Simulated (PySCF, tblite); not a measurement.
# C₄H₄Se: vibronic structure

Aim: compute the vibronic structure of C₄H₄Se (`c1cc[se]c1`).

Computed with tblite 0.8.0 and PySCF 2.14.0 and routines of our own; the level stands in each step. Atoms count from 0.

## (1) The system as given

9 atoms, charge 0, multiplicity 1; geometry from: force field or distance geometry start.

## (2) Geometry optimisation with GFN2-xTB

The job: settings as JSON, then the geometry in Å.

```
{"job": {"kind": "relax", "xc": "GFN2-xTB", "basis": "xTB"}, "charge": 0, "multiplicity": 1}
C      0.598500    -0.689300    -0.142000
C     -0.739700    -0.538000    -0.170300
C     -1.280900     0.666500     0.108900
Se     0.259800     1.929100     0.457500
C      1.381500     0.384800     0.153700
H      1.075800    -1.676500    -0.359300
H     -1.415700    -1.406200    -0.398100
H     -2.331700     0.929000     0.127900
H      2.466100     0.406600     0.196600
```

Launch:

```sh
$ OMP_NUM_THREADS=1 python excited_run.py task.json out
```

The driver reads the jobs from task.json and runs them one after another.

Standard output:

```text
step      E/eV     max force
  0    -373.28111    4.122
  1    -373.53152    1.550
  2    -373.61232    1.045
  3    -373.68623    0.614
  4    -373.70233    0.447
  5    -373.73139    0.414
  6    -373.73898    0.368
  7    -373.74681    0.175
  8    -373.74850    0.108
  9    -373.74942    0.085
 10    -373.74996    0.058
 11    -373.75023    0.035
 12    -373.75028    0.015
 13    -373.75029    0.007
```

Run time: 0.06 s. Hardware: 1 thread of Arm Neoverse V1, shared host.

The steps of the relaxation:

| step | energy from step 0 (eV) | largest force (eV/Å) |
| --- | --- | --- |
| 0 | 0.0000 | 4.1215 |
| 1 | -0.2504 | 1.5505 |
| 2 | -0.3312 | 1.0448 |
| 3 | -0.4051 | 0.6139 |
| 4 | -0.4212 | 0.4467 |
| 5 | -0.4503 | 0.4137 |
| 6 | -0.4579 | 0.3682 |
| 7 | -0.4657 | 0.1749 |
| 8 | -0.4674 | 0.1077 |
| 9 | -0.4683 | 0.0851 |
| 10 | -0.4688 | 0.0583 |
| 11 | -0.4691 | 0.0350 |
| 12 | -0.4692 | 0.0149 |
| 13 | -0.4692 | 0.0075 |

Close pairs (by a distance rule), those that changed most:

| bond | before (Å) | after (Å) | change (Å) |
| --- | --- | --- | --- |
| C2–Se3 | 2.022 | 1.854 | -0.168 |
| Se3–C4 | 1.933 | 1.854 | -0.079 |
| C0–C1 | 1.347 | 1.416 | +0.069 |
| C1–H6 | 1.124 | 1.077 | -0.047 |
| C0–H5 | 1.118 | 1.077 | -0.041 |
| C4–H8 | 1.086 | 1.075 | -0.011 |
| C2–H7 | 1.083 | 1.075 | -0.008 |
| C1–C2 | 1.350 | 1.357 | +0.007 |

The end geometry stands in the next job.

## (3) Infrared spectrum with GFN2-xTB

The job: settings as JSON, then the geometry in Å.

```
{"job": {"kind": "ir", "xc": "GFN2-xTB", "basis": "xTB"}, "charge": 0, "multiplicity": 1}
C      0.632482    -0.740613    -0.154027
C     -0.774758    -0.581694    -0.174431
C     -1.202938     0.674212     0.108119
Se     0.202460     1.835838     0.442582
C      1.322242     0.388969     0.143870
H      1.112929    -1.682526    -0.358255
H     -1.446487    -1.393844    -0.396126
H     -2.222421     1.012869     0.148672
H      2.390052     0.492783     0.214417
```

Standard output:

```text
mode    cm-1     km/mol
  1     354.5      1.84
  2     441.6      1.18
  3     506.7      0.00
  4     616.7     13.87
  5     721.6     36.34
  6     727.8     22.56
  7     735.3      0.03
  8     798.8      2.24
  9     828.4      4.12
 10     857.1      0.00
 11    1043.9      3.29
 12    1077.3      1.17
 13    1089.2      0.48
 14    1197.1     12.10
 15    1321.9     23.52
 16    1433.0     43.52
 17    1532.7      8.16
 18    3103.0      3.62
 19    3109.1     19.54
 20    3119.1     37.55
 21    3121.9     14.02
```

Run time: 0.16 s. Hardware: 1 thread of Arm Neoverse V1, shared host.

The strongest bands and the atoms that carry them (share of the mass-weighted mode):

| cm⁻¹ | km/mol | atoms |
| --- | --- | --- |
| 617 | 13.9 | C4 25 %, C2 25 %, Se3 15 %, C0 13 % |
| 722 | 36.3 | H7 37 %, H8 34 % |
| 728 | 22.6 | C2 41 %, C4 41 % |
| 1322 | 23.5 | C0 22 %, C1 22 %, C4 13 %, C2 13 % |
| 1433 | 43.5 | C1 33 %, C0 33 %, C2 16 %, C4 16 % |
| 3109 | 19.5 | H5 28 %, H6 26 %, H8 23 %, H7 16 % |
| 3119 | 37.5 | H8 45 %, H7 34 %, H5 11 % |
| 3122 | 14.0 | H7 37 %, H6 19 %, H8 18 %, H5 17 % |

## (4) Vibronic structure: TDA LC-wPBE/def2-SVP

The job, as its differences from that of step 3:

```diff
@@ -1,2 +1,2 @@
-{"job": {"kind": "ir", "xc": "GFN2-xTB", "basis": "xTB"}, "charge": 0, "multiplicity": 1}
+{"job": {"kind": "vib", "xc": "LC-wPBE", "basis": "def2-SVP", "tda": true}, "charge": 0, "multiplicity": 1}
 C      0.632482    -0.740613    -0.154027
```

With the program's defaults for keys left out, this is: TDA LC-wPBE/def2-SVP vertical-gradient vibronic structure (displaced harmonic oscillators, Condon), gas phase.

Standard output:

```text
final grid: 37944 points
cycle   1  E = -2555.4870776206  dE =  2.069e-01  |g| = 2.704e-01  |ddm| = 3.476e+00
cycle   2  E = -2555.5056578570  dE = -1.858e-02  |g| = 1.555e-01  |ddm| = 4.610e-01
cycle   3  E = -2555.5094201132  dE = -3.762e-03  |g| = 4.597e-02  |ddm| = 1.692e-01
cycle   4  E = -2555.5100284090  dE = -6.083e-04  |g| = 1.448e-02  |ddm| = 8.796e-02
cycle   5  E = -2555.5100957636  dE = -6.735e-05  |g| = 3.422e-03  |ddm| = 2.499e-02
cycle   6  E = -2555.5101027597  dE = -6.996e-06  |g| = 1.207e-03  |ddm| = 8.059e-03
cycle   7  E = -2555.5101042665  dE = -1.507e-06  |g| = 4.255e-04  |ddm| = 4.467e-03
cycle   8  E = -2555.5101045261  dE = -2.595e-07  |g| = 1.561e-04  |ddm| = 1.889e-03
cycle   9  E = -2555.5101045521  dE = -2.609e-08  |g| = 5.419e-05  |ddm| = 6.527e-04
cycle  10  E = -2555.5101045541  dE = -1.976e-09  |g| = 2.574e-05  |ddm| = 1.598e-04
cycle  11  E = -2555.5101045544  dE = -2.829e-10  |g| = 4.098e-06  |ddm| = 6.695e-05
converged SCF energy = -2555.5101045544

Singlet excitations (eV, f): 5.928 (0.0001)  5.968 (0.1493)  6.235 (0.1007)  6.662 (0.0000)  7.747 (0.0051)  8.293 (0.0000)

State S1  5.9283 eV  f = 0.00005  H->L+1 0.97
  relaxed dipole 1.815 D, largest gradient of the excitation energy 0.1269 Eh/bohr
  mode    cm-1        S   lambda/meV  Raman
    2    441.6   11.4883     629.0   1.000
    6    727.8    3.1611     285.3   0.747
   16   1433.0    0.8340     148.2   0.764
   11   1043.9    0.2648      34.3   0.129
   15   1321.9    0.0347       5.7   0.027
  reorganisation energy 1.1032 eV, total S 15.792, 0-0 4.8251 eV

State S2  5.9684 eV  f = 0.14925  H->L 0.87, H-1->L+2 0.08
  relaxed dipole 0.432 D, largest gradient of the excitation energy 0.0481 Eh/bohr
  mode    cm-1        S   lambda/meV  Raman
    6    727.8    1.0886      98.2   0.816
   16   1433.0    0.3443      61.2   1.000
   11   1043.9    0.1387      17.9   0.214
   21   3121.9    0.0055       2.1   0.076
    2    441.6    0.0220       1.2   0.006
  reorganisation energy 0.1815 eV, total S 1.605, 0-0 5.7869 eV
  absorption maximum 5.877 eV, width 0.294 eV

State S3  6.2352 eV  f = 0.10067  H-1->L 0.89
  relaxed dipole 0.829 D, largest gradient of the excitation energy 0.0786 Eh/bohr
  mode    cm-1        S   lambda/meV  Raman
   16   1433.0    2.0058     356.4   1.000
    2    441.6    2.4444     133.8   0.116
   13   1089.2    0.0806      10.9   0.023
    6    727.8    0.0408       3.7   0.005
  reorganisation energy 0.5061 eV, total S 4.576, 0-0 5.7291 eV
  absorption maximum 6.135 eV, width 0.602 eV

State T1  3.5823 eV  f = 0.00000  H-1->L 0.94
  relaxed dipole 1.176 D, largest gradient of the excitation energy 0.0917 Eh/bohr
  mode    cm-1        S   lambda/meV  Raman
   16   1433.0    2.9818     529.8   1.000
    2    441.6    1.9182     105.0   0.061
   13   1089.2    0.1136      15.3   0.022
    6    727.8    0.0603       5.4   0.005
   21   3121.9    0.0068       2.6   0.011
   15   1321.9    0.0078       1.3   0.002
  reorganisation energy 0.6600 eV, total S 5.091, 0-0 2.9223 eV
  absorption maximum 3.508 eV, width 0.716 eV
```

Run time: 20 s. Hardware: 1 thread of Arm Neoverse V1, shared host; peak memory 0.58 GiB.

## (5) Summary of results

```
                                                                                      quantity                      value
                                                     strongest single infrared mode (GFN2-xTB)       1433 cm⁻¹, 44 km/mol
                                                                  zero-point energy (GFN2-xTB)              39.7 kcal/mol
S1: vertical, reorganisation, 0-0, total S (step 4, TDA LC-wPBE/def2-SVP, modes from GFN2-xTB)  5.93, 1.10, 4.83 eV; 15.8
S2: vertical, reorganisation, 0-0, total S (step 4, TDA LC-wPBE/def2-SVP, modes from GFN2-xTB)   5.97, 0.18, 5.79 eV; 1.6
S3: vertical, reorganisation, 0-0, total S (step 4, TDA LC-wPBE/def2-SVP, modes from GFN2-xTB)   6.24, 0.51, 5.73 eV; 4.6
```

**Reading.** All 21 modes are real, so the xTB geometry is a minimum. The strongest single mode, at 1433 cm⁻¹, is carried by C1, C0, C2, C4. GFN2-xTB is a fitted tight-binding method: band positions and strengths are rough. Its intensities can rank the bands wrongly. Some states lie very close; unless symmetry makes them partners, their order is unsure. Steps that list no spin-orbit terms leave them out, which matters at and beside the heavy atoms. In step 4 the harmonic model is doubtful. Where the total S runs above about 15, the geometry moves far on excitation and the harmonic model is stretched, so its 0-0 value is in doubt. The vibronic model keeps the ground-state modes (from xTB) and shifts them along the gradient alone, so it can miss much of the relaxation that a full optimisation finds.
